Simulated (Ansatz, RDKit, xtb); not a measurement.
**Si4H9OF: which of the isomers drawn lies lowest?, part 1 of 2**

Which of a sample of isomers of Si4H9OF is the most stable in the gas at 298.15 K, and what are its properties? The sample is small against all isomers, and the most stable one of this formula need not be in it.

The funnel: GFN2-xTB relaxations, single points with a density functional, relaxations at PBE-D3(BJ)/def2-SVP, harmonic vibrations (at GFN2-xTB), and a last energy at a higher level. All values are calculated.

**1. Candidates**

Isomers were taken from a list of plausible structures; this is a sample, not all of them. That gives 6 candidates.

```csv
label,SMILES,spin
c012,F[SiH2]O[SiH]([SiH3])[SiH3],singlet
c149,F[Si@H]([SiH3])[SiH2]O[SiH3],singlet
c511,F[SiH2][Si@@H]([SiH3])O[SiH3],singlet
c568,O[SiH2][Si](F)([SiH3])[SiH3],singlet
c606,F[Si@H](O[SiH3])[SiH2][SiH3],singlet
c872,F[SiH2][SiH2][SiH2]O[SiH3],singlet
```

Candidates are built by distance geometry, with a force field where one applies, in up to four conformers (letters a to d).

**2. Cheap relaxation of all starts**

All 22 starts are relaxed the same way. One of them, c149b (taken from a list of plausible isomers, embedded by distance geometry and MMFF94), in full:

The input, start.xyz:

```xyz
15
c149b
F     -0.648572     1.267987    -1.322625
O     -1.323293    -2.124934     0.354966
Si     0.613716     0.367248    -0.830519
Si     2.312752     0.357404    -2.378033
Si    -0.035580    -1.864746    -0.674378
Si    -1.756310    -1.861187     1.921703
H      1.079709     0.856270     0.493200
H      2.836922     1.685086    -2.580121
H      1.863741    -0.200028    -3.659770
H      3.406022    -0.509183    -1.873309
H     -0.414976    -2.438175    -2.002765
H      1.177281    -2.694093    -0.164668
H     -3.135447    -2.264013     2.104937
H     -0.841223    -2.622870     2.775034
H     -1.597905    -0.388086     2.211525
```

Started as:

```bash
$ xtb start.xyz --gfn 2 --opt
```

Output, cut to the lines that bear on the results:

```text
* xtb version 6.7.1
[...]
          :  # basis functions                  57          :
[...]
          :  # electrons                        38          :
[...]
          :  Hamiltonian                  GFN2-xTB          :
[...]
          :  net charge                          0          :
          :  unpaired electrons                  0          :
[...]
   *** convergence criteria satisfied after 14 iterations ***
[...]
   *** GEOMETRY OPTIMIZATION CONVERGED AFTER 80 ITERATIONS ***
[...]
   *** convergence criteria satisfied after 3 iterations ***
[...]
         ::                     SUMMARY                     ::
         :::::::::::::::::::::::::::::::::::::::::::::::::::::
         :: total energy             -20.468888761319 Eh    ::
         :: gradient norm              0.000592699390 Eh/a0 ::
         :: HOMO-LUMO gap              3.675292377312 eV    ::
         ::.................................................::
         :: SCC energy               -20.601003553591 Eh    ::
         :: -> isotropic ES            0.076296057126 Eh    ::
         :: -> anisotropic ES         -0.002563109529 Eh    ::
         :: -> anisotropic XC          0.000539581835 Eh    ::
         :: -> dispersion             -0.011901891298 Eh    ::
         :: repulsion energy           0.132114792272 Eh    ::
         :: add. restraining           0.000000000000 Eh    ::
         :: total charge              -0.000000000000 e     ::
         :::::::::::::::::::::::::::::::::::::::::::::::::::::
[...]
        19        2.0000           -0.3573715              -9.7246 (HOMO)
        20                         -0.2223070              -6.0493 (LUMO)
[...]
     #   Z          covCN         q      C6AA      α(0)
     1   9          0.704    -0.327    12.644     4.199
     2   8          1.540    -0.496    22.896     6.455
     3  14          3.505     0.405   102.824    19.611
     4  14          3.690     0.379   100.256    19.180
     5  14          3.600     0.460    99.079    19.118
     6  14          3.579     0.517    98.024    19.036
     7   1          0.915    -0.105     5.731     3.744
     8   1          0.917    -0.099     5.521     3.675
     9   1          0.917    -0.105     5.758     3.753
    10   1          0.917    -0.127     6.612     4.022
    11   1          0.916    -0.095     5.410     3.638
    12   1          0.916    -0.105     5.726     3.743
    13   1          0.919    -0.101     5.616     3.706
    14   1          0.919    -0.100     5.581     3.695
[...]
     #   Z sym  total        # sym  WBO       # sym  WBO       # sym  WBO
 ---------------------------------------------------------------------------
     1   9      1.120 --     3      1.070
     2   8      2.289 --     6      1.104     5      1.052
     3  14      3.791 --     1      1.070     7      0.884     4      0.831
                             5      0.816
     4  14      3.634 --    10      0.899     9      0.895     8      0.895
                             3      0.831
     5  14      3.807 --     2      1.052    11      0.886    12      0.885
                             3      0.816
     6  14      3.835 --     2      1.104    13      0.893    15      0.892
                            14      0.891
     7   1      0.989 --     3      0.884
     8   1      0.990 --     4      0.895
     9   1      0.989 --     4      0.895
[...]
molecular dipole:
                 x           y           z       tot (Debye)
 q only:        0.132       0.012       0.509
   full:       -0.100      -0.149       0.673       1.771
molecular quadrupole (traceless):
[...]
          | TOTAL ENERGY              -20.468888761319 Eh   |
          | GRADIENT NORM               0.000592699390 Eh/α |
          | HOMO-LUMO GAP               3.675292377312 eV   |
           -------------------------------------------------
[...]
```

It took 0.59 s on 4 threads of Arm Neoverse V1, shared host.

**3. The minima found**

22 of the 22 relaxations converged. 22 distinct structures remain:

```csv
label,start,SMILES after,spin,energy (kcal/mol)
c511b,drawn,F[SiH2][Si@@H]([SiH3])O[SiH3],singlet,0.0
c511d,drawn,F[SiH2][Si@@H]([SiH3])O[SiH3],singlet,0.1
c511a,drawn,F[SiH2][Si@@H]([SiH3])O[SiH3],singlet,0.1
c511c,drawn,F[SiH2][Si@@H]([SiH3])O[SiH3],singlet,0.1
c149b,drawn,F[Si@H]([SiH3])[SiH2]O[SiH3],singlet,0.5
c149d,drawn,F[Si@H]([SiH3])[SiH2]O[SiH3],singlet,0.6
c149c,drawn,F[Si@H]([SiH3])[SiH2]O[SiH3],singlet,0.6
c872d,drawn,F[SiH2][SiH2][SiH2]O[SiH3],singlet,0.7
c606c,drawn,F[Si@H](O[SiH3])[SiH2][SiH3],singlet,1.3
c606d,drawn,F[Si@H](O[SiH3])[SiH2][SiH3],singlet,1.3
c872c,drawn,F[SiH2][SiH2][SiH2]O[SiH3],singlet,1.6
c872b,drawn,F[SiH2][SiH2][SiH2]O[SiH3],singlet,1.6
c012a,drawn,F[SiH2]O[SiH]([SiH3])[SiH3],singlet,1.6
c012b,drawn,F[SiH2]O[SiH]([SiH3])[SiH3],singlet,1.8
c012d,drawn,F[SiH2]O[SiH]([SiH3])[SiH3],singlet,2.1
c012c,drawn,F[SiH2]O[SiH]([SiH3])[SiH3],singlet,2.2
c606a,drawn,F[Si@H](O[SiH3])[SiH2][SiH3],singlet,3.0
c606b,drawn,F[Si@H](O[SiH3])[SiH2][SiH3],singlet,3.3
c149a,drawn,F[Si@H]([SiH3])[SiH2]O[SiH3],singlet,3.4
c872a,drawn,F[SiH2][SiH2][SiH2]O[SiH3],singlet,3.4
c568b,drawn,O[SiH2][Si](F)([SiH3])[SiH3],singlet,50.1
c568a,drawn,O[SiH2][Si](F)([SiH3])[SiH3],singlet,53.2
```

**4. Screening with a density functional**

A choice of the minima (the low ones first, few conformers of a pattern, up to a cap) and the lowest that fell apart get a single point at r2SCAN-D4/def2-SVP on the tight-binding geometry, and one at HF/STO-3G for comparison. The lowest singlets are also tried as triplets at the same geometry (label ending in t). Within 30 kcal/mol but not screened, among others: c511a, c511c, c149c, c872b, c012d, c012c, c606a, c606b, c149a, c872a. The first, c511b:

The input, input.yaml:

```yaml
crystal:
  periodic: [false, false, false]
  atoms:
    - {symbol: F, position_ang: [-0.180131, 0.607098, -4.302362]}
    - {symbol: O, position_ang: [-0.452625, -0.481845, -0.047089]}
    - {symbol: Si, position_ang: [0.489903, 0.528899, -2.826771]}
    - {symbol: Si, position_ang: [-1.186305, -0.337004, -1.506256]}
    - {symbol: Si, position_ang: [-2.161674, -2.375717, -2.038690]}
    - {symbol: Si, position_ang: [-0.288069, -0.949170, 1.489681]}
    - {symbol: H, position_ang: [1.670264, -0.306479, -3.064472]}
    - {symbol: H, position_ang: [0.971020, 1.898829, -2.632068]}
    - {symbol: H, position_ang: [-2.237213, 0.679582, -1.257005]}
    - {symbol: H, position_ang: [-2.711124, -2.349354, -3.397888]}
    - {symbol: H, position_ang: [-1.207806, -3.494159, -1.999394]}
    - {symbol: H, position_ang: [-3.265256, -2.775387, -1.153577]}
    - {symbol: H, position_ang: [0.191487, -2.329608, 1.456289]}
    - {symbol: H, position_ang: [0.688610, -0.019712, 2.049053]}
    - {symbol: H, position_ang: [-1.590540, -0.855131, 2.146561]}
basis:
  gaussian:
    orbitals: def2-SVP
hamiltonian:
  xc: {name: r2SCAN}
  dispersion: d4
scf:
  lower_state_search: "off"
```

Started as:

```bash
$ ansatz run input.yaml --threads 4 --pin off --max-ram 7830MiB --events-out events.jsonl --progress --plain --runs-dir runs
```

Output, cut to the lines that bear on the results:

```text
Warning: RAYON_NUM_THREADS=4 ignored (pool sized by the plan → 4); use --threads N
Functional definition: r2SCAN
  name "r2SCAN"
[...]
1597 factors; their error is unknown
[...]
mean field -36404.77796232 eV, -1337.8509140706 hartree, gradient 4.7e-6 eV, S^2 0.000000; 0 other end points of the search recorded, 0 dependent functions left out
reference -36404.77797632 eV, -1337.8509145851 hartree; 41, 41 occupied and 104, 104 virtual orbitals, 1597 factors
Total energy: -36404.88427471 eV, -1337.8548209788 hartree
Checks for a lower state left out: stability, starts, cluster_reference, orbital_swaps, neighbouring_geometries, increment
```

Wall time 2.2 s (4 threads of Arm Neoverse V1, shared host); peak memory 0.2 GiB.

Relative energies in kcal/mol, each column from its lowest structure that stays in one piece:

```csv
label,SMILES,spin,GFN2-xTB,HF/STO-3G,r2SCAN-D4/def2-SVP
c606c,F[Si@H](O[SiH3])[SiH2][SiH3],singlet,1.3,0.4,0.0
c606d,F[Si@H](O[SiH3])[SiH2][SiH3],singlet,1.3,0.0,0.4
c012b,F[SiH2]O[SiH]([SiH3])[SiH3],singlet,1.8,0.4,0.4
c012a,F[SiH2]O[SiH]([SiH3])[SiH3],singlet,1.6,0.4,0.9
c872c,F[SiH2][SiH2][SiH2]O[SiH3],singlet,1.6,6.7,10.0
c872d,F[SiH2][SiH2][SiH2]O[SiH3],singlet,0.7,9.3,10.0
c149d,F[Si@H]([SiH3])[SiH2]O[SiH3],singlet,0.6,10.5,13.3
c149b,F[Si@H]([SiH3])[SiH2]O[SiH3],singlet,0.5,9.6,13.3
c511b,F[SiH2][Si@@H]([SiH3])O[SiH3],singlet,0.0,10.5,13.6
c511d,F[SiH2][Si@@H]([SiH3])O[SiH3],singlet,0.1,12.0,13.8
c012bt,F[SiH2]O[SiH]([SiH3])[SiH3],triplet,–,–,114.1
c606ct,F[Si@H](O[SiH3])[SiH2][SiH3],triplet,–,–,120.2
```

Measured from c606c, GFN2-xTB misplaces c511d by 15 kcal/mol against r2SCAN-D4/def2-SVP, so minima dropped on its energies alone could hide the lowest isomer.

**5. Refinement at PBE-D3(BJ)/def2-SVP**

5 candidates are relaxed at PBE-D3(BJ)/def2-SVP (chosen among the lowest in one piece, one conformer a pattern). The first, c606c:

The input, input.yaml:

```yaml
crystal:
  periodic: [false, false, false]
  atoms:
    - {symbol: F, position_ang: [1.068674, -1.522743, -0.889171]}
    - {symbol: O, position_ang: [-1.424518, -0.912816, -0.841005]}
    - {symbol: Si, position_ang: [-0.331639, -1.900970, -0.171149]}
    - {symbol: Si, position_ang: [-2.167753, 0.438706, -1.327696]}
    - {symbol: Si, position_ang: [-0.125957, -1.360926, 2.050289]}
    - {symbol: Si, position_ang: [0.168816, 0.902987, 2.499474]}
    - {symbol: H, position_ang: [-0.640879, -3.200436, -0.753250]}
    - {symbol: H, position_ang: [-2.639172, 0.164948, -2.681476]}
    - {symbol: H, position_ang: [-3.259154, 0.636324, -0.373917]}
    - {symbol: H, position_ang: [-1.205820, 1.537410, -1.279334]}
    - {symbol: H, position_ang: [-1.308438, -1.869388, 2.773633]}
    - {symbol: H, position_ang: [0.974583, -2.159769, 2.622050]}
    - {symbol: H, position_ang: [1.454679, 1.410343, 2.007627]}
    - {symbol: H, position_ang: [0.130577, 1.222807, 3.931675]}
    - {symbol: H, position_ang: [-0.874645, 1.722990, 1.870556]}
basis:
  gaussian:
    orbitals: def2-SVP
scf:
  lower_state_search: off
relax:
  f_tol: 0.006
hamiltonian:
  xc: {name: PBE}
  dispersion: d3bj
```

Started as:

```bash
$ ansatz run input.yaml --threads 4 --pin off --max-ram 7830MiB --events-out events.jsonl --progress --plain --runs-dir runs
```

Output, cut to the lines that bear on the results:

```text
Warning: RAYON_NUM_THREADS=4 ignored (pool sized by the plan → 4); use --threads N
[...]
Functional definition: PBE
  name "PBE"
[...]
1597 factors; their error is unknown
[...]
mean field -36388.56874350 eV, -1337.2552362659 hartree, gradient 4.4e-6 eV, S^2 0.000000; 0 other end points of the search recorded, 0 dependent functions left out
[...]
reference -36388.56879106 eV, -1337.2552380135 hartree; 41, 41 occupied and 104, 104 virtual orbitals, 1597 factors
relax step   1: F+E_penalty+E_count = -36388.96904102 eV  Δ(F+E_penalty+E_count) = +0.000e0 eV  max|allowed force component| = 1.094e0 eV/Å  Δτ_max = 0.0000 Å  (17 SCF iters, accepted)
[...]
relax step  11: F+E_penalty+E_count = -36389.41968329 eV  Δ(F+E_penalty+E_count) = -5.662e-4 eV  max|allowed force component| = 2.232e-2 eV/Å  Δτ_max = 0.0797 Å  (19 SCF iters, accepted)
[...]
Atom 6 at     0.046452    -3.171869    -0.753059 Å, force    -0.000953    -0.000704     0.000121 eV/Å
Atom 7 at    -3.416894     0.072060    -2.109179 Å, force     0.000141     0.000103    -0.000126 eV/Å
Atom 8 at    -2.819719     0.534622     0.229585 Å, force     0.000066    -0.000522    -0.000183 eV/Å
Atom 9 at    -1.506013     1.529712    -1.587334 Å, force    -0.000585     0.000452     0.000490 eV/Å
Atom 10 at    -1.874518    -1.521856     2.364705 Å, force    -0.000402     0.000769     0.000027 eV/Å
Atom 11 at     0.393560    -2.321756     2.836993 Å, force    -0.000176     0.000094    -0.000138 eV/Å
Atom 12 at     1.807492     0.900508     2.235671 Å, force     0.000012    -0.000244    -0.000275 eV/Å
Atom 13 at    -0.074829     1.335682     3.748192 Å, force     0.000363     0.000361    -0.000198 eV/Å
Atom 14 at    -0.306890     1.752340     1.348568 Å, force     0.000089    -0.000091     0.000182 eV/Å
Dipole moment:    -0.227656    -0.007886     0.137571 e Å
Checks for a lower state left out: stability, starts, cluster_reference, orbital_swaps, neighbouring_geometries, increment
```

It took 61 s on 4 threads of Arm Neoverse V1, shared host; peak memory 0.2 GiB.

Energy change by step (eV): 0.0000, -0.3881, -0.4207, -0.4355, -0.4446, -0.4451, -0.4483, -0.4411, -0.4497, -0.4501, -0.4506, -0.4507, -0.4509, -0.4510, -0.4511, -0.4513, -0.4514, -0.4515, -0.4511, -0.4522, -0.4528, -0.4539, -0.4545, -0.4554, -0.4568, -0.4555, -0.4585, -0.4593, -0.4606, -0.4614.

After the run. Bond lengths: F1–Si3 1.645 Å, O2–Si3 1.665 Å, O2–Si4 1.683 Å, Si3–Si5 2.353 Å, Si5–Si6 2.354 Å, Si3–H7 1.498 Å, Si4–H8 1.499 Å, Si4–H9 1.506 Å, Si4–H10 1.502 Å, Si5–H11 1.507 Å, Si5–H12 1.507 Å, Si6–H13 1.503 Å, Si6–H14 1.505 Å, Si6–H15 1.506 Å. Some angles: F1–Si3–O2 108.7°, F1–Si3–Si5 104.7°, O2–Si3–Si5 110.4°, Si3–O2–Si4 139.9°, Si3–Si5–Si6 105.4°, F1–Si3–H7 107.1°, O2–Si3–H7 107.3°, Si5–Si3–H7 118.3°, O2–Si4–H8 107.7°, O2–Si4–H9 109.7°.

**6. After refinement**

```csv
label,spin,r2SCAN-D4/def2-SVP (kcal/mol),"PBE-D3(BJ)/def2-SVP, relaxed (kcal/mol)",time
c606c,singlet,0.0,0.0,61 s
c012b,singlet,0.4,0.5,42 s
c872c,singlet,10.0,8.4,51 s
c511b,singlet,13.6,10.2,2.1 min
c149d,singlet,13.3,10.7,53 s
```

c606c: Bond lengths: F1–Si3 1.645 Å, O2–Si3 1.665 Å, O2–Si4 1.683 Å, Si3–Si5 2.353 Å, Si5–Si6 2.354 Å, Si3–H7 1.498 Å, Si4–H8 1.499 Å, Si4–H9 1.506 Å, Si4–H10 1.502 Å, Si5–H11 1.507 Å, Si5–H12 1.507 Å, Si6–H13 1.503 Å, Si6–H14 1.505 Å, Si6–H15 1.506 Å. Some angles: F1–Si3–O2 108.7°, F1–Si3–Si5 104.7°, O2–Si3–Si5 110.4°, Si3–O2–Si4 139.9°, Si3–Si5–Si6 105.4°, F1–Si3–H7 107.1°, O2–Si3–H7 107.3°, Si5–Si3–H7 118.3°, O2–Si4–H8 107.7°, O2–Si4–H9 109.7°.

c012b: Bond lengths: F1–Si3 1.642 Å, O2–Si3 1.658 Å, O2–Si4 1.703 Å, Si4–Si5 2.360 Å, Si4–Si6 2.358 Å, Si3–H7 1.498 Å, Si3–H8 1.493 Å, Si4–H9 1.505 Å, Si5–H10 1.503 Å, Si5–H11 1.504 Å, Si5–H12 1.508 Å, Si6–H13 1.506 Å, Si6–H14 1.506 Å, Si6–H15 1.506 Å. Some angles: F1–Si3–O2 108.2°, Si3–O2–Si4 135.6°, O2–Si4–Si5 110.4°, O2–Si4–Si6 108.9°, Si5–Si4–Si6 110.3°, F1–Si3–H7 106.9°, F1–Si3–H8 108.5°, O2–Si3–H7 111.2°, O2–Si3–H8 108.4°, O2–Si4–H9 106.7°.

c872c: Bond lengths: F1–Si3 1.648 Å, Si3–Si4 2.355 Å, O2–Si5 1.691 Å, Si4–Si5 2.356 Å, O2–Si6 1.681 Å, Si3–H7 1.503 Å, Si3–H8 1.502 Å, Si4–H9 1.506 Å, Si4–H10 1.506 Å, Si5–H11 1.508 Å, Si5–H12 1.508 Å, Si6–H13 1.505 Å, Si6–H14 1.500 Å, Si6–H15 1.505 Å. Some angles: F1–Si3–Si4 110.6°, Si3–Si4–Si5 100.7°, O2–Si5–Si4 102.2°, Si5–O2–Si6 140.5°, F1–Si3–H7 107.7°, F1–Si3–H8 107.7°, Si4–Si3–H7 110.4°, Si4–Si3–H8 110.3°, Si3–Si4–H9 111.5°, Si3–Si4–H10 111.5°.

c511b: Bond lengths: F1–Si3 1.652 Å, O2–Si4 1.689 Å, Si3–Si4 2.365 Å, Si4–Si5 2.361 Å, O2–Si6 1.680 Å, Si3–H7 1.505 Å, Si3–H8 1.506 Å, Si4–H9 1.505 Å, Si5–H10 1.506 Å, Si5–H11 1.504 Å, Si5–H12 1.506 Å, Si6–H13 1.505 Å, Si6–H14 1.507 Å, Si6–H15 1.499 Å. Some angles: F1–Si3–Si4 106.1°, O2–Si4–Si3 111.4°, O2–Si4–Si5 111.6°, Si3–Si4–Si5 104.8°, Si4–O2–Si6 135.0°, F1–Si3–H7 108.1°, F1–Si3–H8 107.7°, Si4–Si3–H7 113.5°, Si4–Si3–H8 111.7°, O2–Si4–H9 107.3°.

**7. Vibrations and thermal terms**

The lowest few in one piece go on as finalists. In this search the thermal terms come from GFN2-xTB at its own nearest minimum. The first, c606c:

The input, start.xyz:

```xyz
15
c606c
F      1.338089    -0.999872    -0.634639
O     -1.295473    -1.046192    -1.180661
Si    -0.081853    -1.754249    -0.286950
Si    -2.282421     0.316741    -1.160302
Si    -0.419566    -1.361308     2.007895
Si     0.311935     0.844905     2.378821
H      0.046452    -3.171869    -0.753059
H     -3.416894     0.072060    -2.109179
H     -2.819719     0.534622     0.229585
H     -1.506013     1.529712    -1.587334
H     -1.874518    -1.521856     2.364705
H      0.393560    -2.321756     2.836993
H      1.807492     0.900508     2.235671
H     -0.074829     1.335682     3.748192
H     -0.306890     1.752340     1.348568
```

Started as:

```bash
$ xtb start.xyz --gfn 2 --ohess tight
```

Output, cut to the lines that bear on the results:

```text
* xtb version 6.7.1
[...]
          :  # basis functions                  57          :
[...]
          :  # electrons                        38          :
[...]
          :  Hamiltonian                  GFN2-xTB          :
[...]
          :  net charge                          0          :
          :  unpaired electrons                  0          :
[...]
   *** convergence criteria satisfied after 14 iterations ***
[...]
   *** GEOMETRY OPTIMIZATION CONVERGED AFTER 34 ITERATIONS ***
[...]
   *** convergence criteria satisfied after 3 iterations ***
[...]
         ::                     SUMMARY                     ::
         :::::::::::::::::::::::::::::::::::::::::::::::::::::
         :: total energy             -20.467659844128 Eh    ::
         :: gradient norm              0.000411980961 Eh/a0 ::
         :: HOMO-LUMO gap              3.848846176072 eV    ::
         ::.................................................::
         :: SCC energy               -20.602503510931 Eh    ::
         :: -> isotropic ES            0.076910702905 Eh    ::
         :: -> anisotropic ES         -0.003565728947 Eh    ::
         :: -> anisotropic XC          0.001566884068 Eh    ::
         :: -> dispersion             -0.012710548494 Eh    ::
         :: repulsion energy           0.134843666803 Eh    ::
         :: add. restraining           0.000000000000 Eh    ::
         :: total charge              -0.000000000000 e     ::
         :::::::::::::::::::::::::::::::::::::::::::::::::::::
[...]
        19        2.0000           -0.3642893              -9.9128 (HOMO)
        20                         -0.2228468              -6.0640 (LUMO)
[...]
molecular dipole:
                 x           y           z       tot (Debye)
 q only:       -0.358       0.093       0.742
   full:       -0.452      -0.013       0.357       1.464
molecular quadrupole (traceless):
[...]
          | TOTAL ENERGY              -20.467659844175 Eh   |
          | TOTAL ENTHALPY            -20.374597460847 Eh   |
          | TOTAL FREE ENERGY         -20.428189889886 Eh   |
          | GRADIENT NORM               0.000411668678 Eh/α |
[...]
```

Run time: 0.49 s. Hardware: 4 threads of Arm Neoverse V1, shared host.

**8. Thermal terms of the finalists**

As xtb prints them, at 298.15 K, with its own treatment of low modes:

```csv
label,SMILES,spin,lowest mode (cm⁻¹),zero-point (kcal/mol),G − E (kcal/mol)
c606c,F[Si@H](O[SiH3])[SiH2][SiH3],singlet,10,49.8,24.8
c012b,F[SiH2]O[SiH]([SiH3])[SiH3],singlet,14,49.7,24.8
c872c,F[SiH2][SiH2][SiH2]O[SiH3],singlet,11,49.8,24.8
c511b,F[SiH2][Si@@H]([SiH3])O[SiH3],singlet,18i,49.5,24.2
c149d,F[Si@H]([SiH3])[SiH2]O[SiH3],singlet,22,49.6,24.6
```

c511b keeps an imaginary mode, a small one that points to a nearly free motion; the harmonic terms are rough for it.

(Continued in part 2 of 2.)
